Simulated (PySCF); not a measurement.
**MgI: the SCF solver's settings**

Aim: find out which solver settings change the answer for MgI.

The runs use PySCF 2.14.0; each script names its method and basis.

6 further runs of the same task are left out: 2 for a known fault of the program, 4 that didn't finish.

## Step 1: Where the work starts

MgI: 2 atoms, charge 0, spin multiplicity 2.

Bond lengths: Mg1–I2 2.478 Å.

## Step 2: The base run

File input.py:

```python
from pyscf import gto, scf, mcscf

mol = gto.M(
    atom='Mg 0 0 0; I 0 0 2.478',
    basis='lanl2dz',
    ecp={'Mg': 'lanl2dz', 'I': 'lanl2dz'},
    charge=0,
    spin=1,
    symmetry=True,
    verbose=3,
)
mf = scf.ROHF(mol)
mf.kernel()
mc = mcscf.CASSCF(mf, 8, 9)
mc.kernel()
mc.analyze()
mf.dip_moment()
print('orbital energies (hartree):', mf.mo_energy[..., max(0, mol.nelec[1]-3):mol.nelec[0]+3].round(4))
```

Run with:

```bash
$ OMP_NUM_THREADS=1 python input.py
```

The log of this run is left out.

It gives: E(SCF) = -11.996508 Eh, E(CAS) − E(SCF) = -0.02010 Eh, μ = 3.68 D (of the SCF density).

The bond length is a typed value, not an optimised one.

## Step 3: Initial guess 1e

Run 1 changes initial guess: minao → 1e.

File input.py:

```python
from pyscf import gto, scf, mcscf

mol = gto.M(
    atom='Mg 0 0 0; I 0 0 2.478',
    basis='lanl2dz',
    ecp={'Mg': 'lanl2dz', 'I': 'lanl2dz'},
    charge=0,
    spin=1,
    symmetry=True,
    verbose=3,
)
mf = scf.ROHF(mol)
mf.init_guess = '1e'
mf.kernel()
mc = mcscf.CASSCF(mf, 8, 9)
mc.kernel()
mc.analyze()
mf.dip_moment()
print('orbital energies (hartree):', mf.mo_energy[..., max(0, mol.nelec[1]-3):mol.nelec[0]+3].round(4))
```

Run with:

```bash
$ OMP_NUM_THREADS=1 python input.py
```

## Step 4: DIIS space 12

Run 2 changes DIIS space: default → 12.

input.py, as its differences from that of step 2:

```diff
@@ -12,2 +12,3 @@
 mf = scf.ROHF(mol)
+mf.diis_space = 12
 mf.kernel()
```

## Step 5: Initial guess hcore

Run 3 changes initial guess: minao → hcore.

input.py, as its differences from that of step 2:

```diff
@@ -12,2 +12,3 @@
 mf = scf.ROHF(mol)
+mf.init_guess = 'hcore'
 mf.kernel()
```

## Step 6: Smearing width 0.05 hartree

Run 4 changes smearing width: none → 0.05 hartree; step after the SCF: casscf → none.

input.py, as its differences from that of step 2:

```diff
@@ -1,2 +1,2 @@
-from pyscf import gto, scf, mcscf
+from pyscf import gto, scf
 
@@ -12,6 +12,4 @@
 mf = scf.ROHF(mol)
+mf = scf.addons.smearing_(mf, sigma=0.05, method='fermi')
 mf.kernel()
-mc = mcscf.CASSCF(mf, 8, 9)
-mc.kernel()
-mc.analyze()
 mf.dip_moment()
```

## Step 7: Convergence threshold 1e-05 hartree

Run 5 changes convergence threshold: default → 1e-05 hartree.

input.py, as its differences from that of step 2:

```diff
@@ -12,2 +12,3 @@
 mf = scf.ROHF(mol)
+mf.conv_tol = 1e-05
 mf.kernel()
```

## Step 8: DIIS space 2

Run 6 changes DIIS space: default → 2.

input.py, as its differences from that of step 2:

```diff
@@ -12,2 +12,3 @@
 mf = scf.ROHF(mol)
+mf.diis_space = 2
 mf.kernel()
```

What does the calculation give? Wanted: for each run, E(SCF); from base; SCF dipole; after the SCF.

**Answer**, as computed:

| run | E(SCF) (hartree) | from base (eV) | SCF dipole (D) | after the SCF |
| --- | --- | --- | --- | --- |
| base | -11.996508 | 0 | 3.68 | CASSCF correlation -0.547 eV |
| initial guess 1e | -11.996508 | 0.0000 | 3.68 | CASSCF correlation -0.547 eV |
| DIIS space 12 | -11.996508 | 0.0000 | 3.68 | CASSCF correlation -0.547 eV |
| initial guess hcore | -11.996508 | 0.0000 | 3.68 | CASSCF correlation -0.547 eV |
| smearing width 0.05 hartree (poor choice) | -11.887911 | not comparable | 3.35 | n/a |
| convergence threshold 1e-05 hartree | -11.996508 | 0.0000 | 3.68 | CASSCF correlation -0.547 eV |
| DIIS space 2 | -11.996508 | 0.0000 | 3.68 | CASSCF correlation -0.547 eV |

**Reading.** No change of the SCF energy comes from initial guess 1e or DIIS space 12 or initial guess hcore or convergence threshold 1e-05 hartree or DIIS space 2. Rows marked «poor choice» come from settings spoiled on purpose.
